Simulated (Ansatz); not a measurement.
GaF, 2 atoms in the cell. Symmetry: F-43m, No. 216, cubic system. Conventional cell: a = 5.692 Å, b = 5.692 Å, c = 5.692 Å, α = 90.00°, β = 90.00°, γ = 90.00°. Around Ga (site symmetry -43m) lie 4 F at 2.46 Å. Around F (site symmetry -43m) lie 4 Ga at 2.46 Å. The cell was built by a generator and needn't be a form met in nature.

```yaml
Program: Ansatz 0.2.0
Task: electric field gradients
Functional: PBE
Potentials_or_basis: all-electron PAW datasets made for the crystal
Cutoff: 260 eV (chosen from the basis error)
k_mesh: 8 × 8 × 8
Occupations: fermi-dirac, width 0.05 eV
Spin: no spin polarisation
```

Potentials or basis: all-electron PAW datasets made for the crystal.

Run with:

```sh
$ ansatz run input.yaml --threads 1 --pin off --max-ram 3072MiB --backend cpu --events-out ev --progress --plain --runs-dir out
```

Hardware: 1 thread of Intel(R) Xeon(R) Processor @ 2.50GHz (Skylake/Cascade Lake), with other jobs on the host.

Task: How long does it take, and how much memory?

Result: Run time: 13 s on 1 thread of Intel(R) Xeon(R) Processor @ 2.50GHz (Skylake/Cascade Lake), on a shared host, peak memory 0.39 GiB. Counts: scf iterations 11, plane waves 459, k points 29, bands 14.
